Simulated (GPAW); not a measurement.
# MnPt2 (P-3m1) in GPAW: reference runs

How does MnPt2 come out in PBE? The cell is run as given.

Everything below comes from runs of GPAW 26.7.0. Logs are shortened: lines on timing, memory, paths and dates and some standing lists are left out, and cuts for length are marked. The log counts tension as positive stress, the text compression.

**1. Starting point**

Symmetry: P-3m1, No. 164, trigonal system. The conventional cell has a = 2.858 Å, b = 2.858 Å, c = 6.533 Å, α = 90.00°, β = 90.00°, γ = 120.00°. Around Pt (site symmetry 3m) lie 3 Mn at 2.64 Å and 9 Pt at 2.86 to 2.91 Å. Mn (site symmetry -3m) is surrounded by 6 Pt at 2.64 Å and 6 Mn at 2.86 Å.

The cell comes from a database or a generator and needn't be the stable form of this composition.

**2. Single point, PBE, collinear spin, ferromagnetic start**

run.py reads:

```python
from ase import Atoms
from ase.dft.bandgap import bandgap
from ase.io import write
from ase.units import GPa
from gpaw import GPAW, PW

atoms = Atoms(['Pt', 'Pt', 'Mn'],
              cell=[[2.8584044518, 0.0, 0.0],
                    [-1.4292022259, 2.4754508696, 0.0],
                    [0.0, 0.0, 6.532504]],
              scaled_positions=[[0.6666666667, 0.3333333333, 0.316206],
                                [0.3333333333, 0.6666666667, 0.683794],
                                [0.0, 0.0, 0.0]],
              pbc=True)
atoms.set_initial_magnetic_moments([0.0, 0.0, 4.0])

calc = GPAW(mode=PW(600),
            xc='PBE',
            kpts={'size': (11, 11, 4), 'gamma': True},
            occupations={'name': 'fermi-dirac', 'width': 0.05},
            nbands=41,
            convergence={'density': 1e-05, 'energy': 1e-05},
            maxiter=150,
            txt='gpaw.txt')
atoms.calc = calc
energy = atoms.get_potential_energy()
forces = atoms.get_forces()
stress = atoms.get_stress()
calc.write('gs.gpw')
write('result.traj', atoms)
print(f'Energy: {energy:.6f} eV')
print('Forces (eV/A):')
print(forces.round(4))
print('Stress (GPa):', (stress / GPa).round(3))
print('Moments:', calc.get_magnetic_moments().round(3))
print('Fermi level:', round(calc.get_fermi_level(), 4), 'eV')
print(f'Gap: {bandgap(calc)[0]:.4f} eV, direct: {bandgap(calc, direct=True)[0]:.4f} eV')
```

Potentials or basis: GPAW PAW data sets (gpaw-data 1.2.1), pw.

Launch:

```bash
$ OMP_NUM_THREADS=1 python run.py
```

gpaw.txt:

```text
__  _  _
 | _ |_)|_||  |
 |__||  | ||/\| - 26.7.0

Input parameters:
  mode=PW(ecut=600.0),
  convergence={'density': 1e-05, 'energy': 1e-05},
  kpts=MonkhorstPack(size=(11, 11, 4), gamma=True),
  maxiter=150,
  nbands=41,
  occupations=Occupations(name='fermi-dirac', width=0.05),
  xc=XC(name='PBE')

Diagonalizing LCAO Hamiltonian
Converting LCAO to pw mode

        Pt

           Pt

       Mn

Atoms  # Å, Bohr magnetons
|   | symbol |         x |        y |        z |    initial magnetic moments |
|---|--------|-----------|----------|----------|-----------------------------|
| 0 |     Pt |  1.429202 | 0.825150 | 2.065617 | ( 0.0000,  0.0000,  0.0000) |
| 1 |     Pt | -0.000000 | 1.650301 | 4.466887 | ( 0.0000,  0.0000,  0.0000) |
| 2 |     Mn |  0.000000 | 0.000000 | 0.000000 | ( 0.0000,  0.0000,  4.0000) |

Unit cell  # Å
| periodic |         x |        y |        z |  lengths |     angles |
|----------|-----------|----------|----------|----------|------------|
|      yes |  2.858404 | 0.000000 | 0.000000 | 2.858404 |  90.000000 |
|      yes | -1.429202 | 2.475451 | 0.000000 | 2.858404 |  90.000000 |
|      yes |  0.000000 | 0.000000 | 6.532504 | 6.532504 | 120.000000 |

Number of symmetries: 12
Symmetry operations  # r_c * U_cc + t_c -> r_c
|    | kind |            matrix            |
|----|------|------------------------------|
|  0 |  σ   |  1, 1, 0,  0,-1, 0,  0, 0, 1 |
|  1 |  S6  |  1, 1, 0, -1, 0, 0,  0, 0,-1 |
|  2 |  E   |  1, 0, 0,  0, 1, 0,  0, 0, 1 |
|  3 |  C2  |  1, 0, 0, -1,-1, 0,  0, 0,-1 |
|  4 |  C2  |  0, 1, 0,  1, 0, 0,  0, 0,-1 |
|  5 |  C3  |  0, 1, 0, -1,-1, 0,  0, 0, 1 |
|  6 |  S6  |  0,-1, 0,  1, 1, 0,  0, 0,-1 |
|  7 |  σ   |  0,-1, 0, -1, 0, 0,  0, 0, 1 |
|  8 |  σ   | -1, 0, 0,  1, 1, 0,  0, 0, 1 |
|  9 |  i   | -1, 0, 0,  0,-1, 0,  0, 0,-1 |
| 10 |  C3  | -1,-1, 0,  1, 0, 0,  0, 0, 1 |
| 11 |  C2  | -1,-1, 0,  0, 1, 0,  0, 0,-1 |

BZ-sampling:
  Number of BZ points: 484
  Number of IBZ points: 58

  Monkhorst-Pack size: [11, 11, 4]
  Monkhorst-Pack shift: [0.0, 0.0, 0.125]

K-points  # in reciprocal-cell coordinates
|     |                                coordinates |     weight |
|-----|--------------------------------------------|------------|
|   0 | (  0.00000000,   0.00000000,   0.00000000) | 0.00206612 |
|   1 | (  0.00000000,   0.00000000,   0.25000000) | 0.00413223 |
|   2 | (  0.00000000,   0.00000000,   0.50000000) | 0.00206612 |
|   3 | (  0.09090909,   0.00000000,  -0.25000000) | 0.01239669 |
|   4 | (  0.09090909,   0.00000000,   0.00000000) | 0.01239669 |
|   5 | (  0.09090909,   0.00000000,   0.25000000) | 0.01239669 |
|   6 | (  0.09090909,   0.00000000,   0.50000000) | 0.01239669 |
|   7 | (  0.18181818,  -0.09090909,   0.00000000) | 0.01239669 |
|   8 | (  0.18181818,  -0.09090909,   0.25000000) | 0.02479339 |
|   9 | (  0.18181818,  -0.09090909,   0.50000000) | 0.01239669 |
| ... |                                            |            |
|  57 | (  0.45454545,   0.45454545,   0.50000000) | 0.01239669 |

[... 77 lines left out ...]
  PPCG
  Converge bands: occupied
  niter=2

density mixing:
  MSR1-Mixer
  Pratt-step length: 0.05
  Maximum mixing coefficient: 0.75
  Old densities: 10
  SVD Regularization: 0.005
  Good broyden scale: 1.0
  Trust region scale: 1.0
  Backstep threshold: 4.0
  History deletion threshold: 6.0
  Fourier metric: weight=20.0, sigma=0.015

occupation numbers:
  Fermi-Dirac:
    width: 0.0500  # eV

poisson solver:
  ecut: 4800.0  # eV

xc functional:
  name: PBE with 2 nearest neighbor stencil

convergence criteria:
- Maximum integral of absolute [dens]ity change: 1e-05 electrons / valence electron
- Maximum [total energy] change in last 3 cyles: 1e-05 eV / valence electron
- Maximum integral of absolute [eigenst]ate change: 4e-08 eV^2 / valence electron
maximum number of iterations: 150

SCF iterations
|iter     | |      energy | eigst |  dens |  magmom |
|---------|-|-------------|-------|-------|---------|
|iter:   1| |  -26.964452 | +0.41 |       |  +4.0031|
|iter:   2| |  -23.597638 | -1.51 | -0.77 |  +3.9248|
|iter:   3| |  -23.434399 | -3.33 | -1.23 |  +3.9317|
|iter:   4| |  -23.123916 | -2.73 | -1.30 |  +3.9618|
|iter:   5| |  -23.066604 | -2.82 | -1.49 |  +4.0302|
|iter:   6| |  -23.077790 | -3.39 | -1.70 |  +4.1474|
|iter:   7| |  -23.093250 | -3.27 | -1.89 |  +4.3029|
|iter:   8| |  -23.098821 | -3.78 | -2.27 |  +4.4096|
|iter:   9| |  -23.100120 | -4.48 | -2.64 |  +4.4793|
|iter:  10| |  -23.100230 | -5.66 | -3.01 |  +4.4980|
|iter:  11| |  -23.100277c| -6.18 | -3.40 |  +4.5061|
|iter:  12| |  -23.100298c| -7.13 | -3.85 |  +4.5097|
|iter:  13| |  -23.100295c| -7.34 | -4.15 |  +4.5099|
|iter:  14| |  -23.100297c| -7.60c| -4.81 |  +4.5100|
|iter:  15| |  -23.100296c| -8.54c| -5.07c|  +4.5101|

Converged in 15 steps
Energy contributions relative to reference atoms: (reference = -1032264.813608)

Energy contributions:
  Kinetic:          -9.405653
  Coulomb:           6.338969
  Zero:             -0.894474
  External:          0.000000
  Xc:              -19.128869
  Entropy:          -0.020538
  Spinorbit:         0.000000
  ----------------------------
  Free energy:     -23.110565
  Extrapolated:    -23.100296

dipole moment: (-3.201449, -5.545072, -14.632971)  # |e|*Ang

Total magnetic moment: (0.000000, 0.000000, 4.510073)

Local magnetic moments
|        x |        y |        z |
|----------|----------|----------|
| 0.000000 | 0.000000 | 0.314586 |  # Pt   0
| 0.000000 | 0.000000 | 0.314586 |  # Pt   1
| 0.000000 | 0.000000 | 3.658661 |  # Mn   2

Fermi level: 10.180
Eigenvalues  # (at kpt = [0.000, 0.000, 0.000])
| band index |      eig [eV] | occ [0-1] |      eig [eV] | occ [0-1] |
|------------|---------------|-----------|---------------|-----------|
|          0 |       -70.793 |     1.000 |       -66.694 |     1.000 |
|        ... |               |           |               |           |
|         18 |         7.177 |     1.000 |         7.799 |     1.000 |
|         19 |         7.177 |     1.000 |         8.300 |     1.000 |
|         20 |         7.576 |     1.000 |         8.300 |     1.000 |
|         21 |         8.024 |     1.000 |         9.254 |     1.000 |
|         22 |         8.612 |     1.000 |         9.254 |     1.000 |
|         23 |         8.612 |     1.000 |        10.905 |     0.000 |
|         24 |         9.087 |     1.000 |        11.534 |     0.000 |
|         25 |         9.087 |     1.000 |        11.534 |     0.000 |
|         26 |         9.385 |     1.000 |        12.405 |     0.000 |
|         27 |         9.386 |     1.000 |        12.407 |     0.000 |
|         28 |        20.288 |     0.000 |        20.662 |     0.000 |
|         29 |        21.381 |     0.000 |        22.426 |     0.000 |
|         30 |        25.477 |     0.000 |        25.630 |     0.000 |
|         31 |        25.549 |     0.000 |        25.655 |     0.000 |
|         32 |        27.274 |     0.000 |        27.472 |     0.000 |
|        ... |               |           |               |           |
|         40 |        32.581 |     0.000 |        33.446 |     0.000 |

No gap
No difference between direct/indirect transitions

Forces  # eV/Ang
|        x |       y |        z |
|----------|---------|----------|
|  0.00000 | 0.00000 |  0.07472 |  # Pt   0
|  0.00000 | 0.00000 | -0.07472 |  # Pt   1
| -0.00000 | 0.00000 |  0.00000 |  # Mn   2

Stress tensor  # eV/Ang^3
|        x |         y |         z |
|----------|-----------|-----------|
| 0.007306 |  0.000000 |  0.000000 |
| 0.000000 |  0.007306 | -0.000000 |
| 0.000000 | -0.000000 | -0.008636 |

# Writing to gs.gpw (mode='')
```

stdout:

```text
Energy: -23.100296 eV
Forces (eV/A):
[[ 0.      0.      0.0747]
 [ 0.      0.     -0.0747]
 [-0.      0.      0.    ]]
Stress (GPa): [ 1.171  1.171 -1.384 -0.     0.     0.   ]
Moments: [0.315 0.315 3.659]
Fermi level: 10.1797 eV
Gap: 0.0000 eV, direct: 0.0000 eV
```

Wall time 2.8 min (1 thread of Intel Xeon at 2.80GHz (Skylake/Cascade Lake), shared host); peak memory 0.3 GiB.

What came out:

```
Free energy            : -23.1106 eV
Pressure               : -0.3 GPa
Largest force          : 0.075 eV/Å
Band gap on the k mesh : none (metal or under the smearing width)
Net moment             : 4.51 μB per cell
Site moments           : Pt +0.31; Mn +3.66 μB
```

Forces on the atoms (eV/Å):
```
Pt   0.000  0.000  0.075
Pt   0.000  0.000 -0.075
Mn   0.000  0.000  0.000
```

Stress tensor (GPa, compression positive):
```
-1.17  0.00  0.00
 0.00 -1.17  0.00
 0.00  0.00  1.38
```

Levels at points of the mesh, in eV from the Fermi level:
Spin up:
| k point | band 22 | band 23 | band 24 | band 25 | band 26 | band 27 | band 28 | band 29 | band 30 | band 31 |
| --- | --- | --- | --- | --- | --- | --- | --- | --- | --- | --- |
| (0.00, 0.00, 0.00) | -2.16 | -1.57 | -1.57 | -1.09 | -1.09 | -0.79 | -0.79 | 10.11 | 11.20 | 15.30 |
| (0.00, 0.00, 0.50) | -1.78 | -1.78 | -1.74 | -1.74 | -0.13 | -0.13 | 0.25 | 6.12 | 14.56 | 15.13 |
Spin down:
```csv
k point,band 19,band 20,band 21,band 22,band 23,band 24,band 25,band 26
"(0.00, 0.00, 0.00)",-2.38,-1.88,-1.88,-0.93,-0.93,0.73,1.35,1.35
"(0.00, 0.00, 0.50)",-1.59,-1.59,-1.43,-1.43,0.29,0.50,1.41,1.41
```
